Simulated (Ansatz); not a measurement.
I need a comparison of functionals at one structure of LaIn, space group Pm-3m. Use the Python package of Ansatz (0.2.0). Use (first run): BLYP, PAW, cutoff 558 eV, 7×7×7 k-points, Fermi-Dirac smearing of 0.1 eV. The script varies functional: blyp, pbesol, lda.

```
La In
1.0
     3.95408    0.00000    0.00000
     0.00000    3.95408    0.00000
     0.00000    0.00000    3.95408
La In
1 1
Cartesian
  1.9770 1.9770 1.9770
  0.0000 0.0000 0.0000
```

Script `xc.py`:
```python
"""Functional comparison for LaIn (totals differ with the potentials too)."""

import ansatz as az
from ase import Atoms
from tabulate import tabulate

config = {
    "mesh": (7, 7, 7),
    "smearing": "Fermi-Dirac",
    "max_iterations": 95,
}


def main() -> None:
    atoms = Atoms(
        ["La", "In"],
        scaled_positions=[
            [0.5, 0.5, 0.5],
            [0.0, 0.0, 0.0],
        ],
        cell=[
            [3.95408, 0.0, 0.0],
            [0.0, 3.95408, 0.0],
            [0.0, 0.0, 3.95408],
        ],
        pbc=True,
    )
    crystal = az.Crystal.from_ase(atoms)

    base = crystal.calculation()
    base = base.kpoints(*config["mesh"])
    base = base.occupations(config["smearing"])
    base = base.basis(41 * az.Ry)
    base = base.scf(max_iterations=config["max_iterations"])

    rows = []
    for value in ["blyp", "pbesol", "lda"]:
        rep = base.functional(value).run().report
        rows.append((value, rep["free_energy_ev"] / len(rep["lattice"]["sites"]), rep["n_iterations"], rep["n_kpoints"]))

    print(tabulate(rows, headers=["functional", "F/atom (eV)", "iterations", "k-points"], floatfmt=".4f", tablefmt="grid"))


if __name__ == "__main__":
    main()
```

`python xc.py` gives:
```text
+--------------+---------------+--------------+------------+
| functional   |   F/atom (eV) |   iterations |   k-points |
+==============+===============+==============+============+
| blyp         |    -5941.8686 |            7 |         20 |
+--------------+---------------+--------------+------------+
| pbesol       |    -5843.8672 |            6 |         20 |
+--------------+---------------+--------------+------------+
| lda          |    -5767.1669 |            6 |         20 |
+--------------+---------------+--------------+------------+
```

BLYP can be off by several per cent in the lattices of metals, and by several GPa in the pressure at a fixed cell. For a metal this k-point mesh is coarse: on a finer one energies can move by several to tens of meV an atom and pressures by half a GPa or more, differences at one mesh by less. This cell is a computed structure, which may not be the phase found in nature. Total energies of different functionals can't be compared; pressures, moments and gaps at this one structure can. Run time: 5.9 s on 1 thread of Arm Neoverse V1, with other jobs on the host, peak memory 0.42 GiB.

(Lines on the test bed's own set-up are left out of the output.)
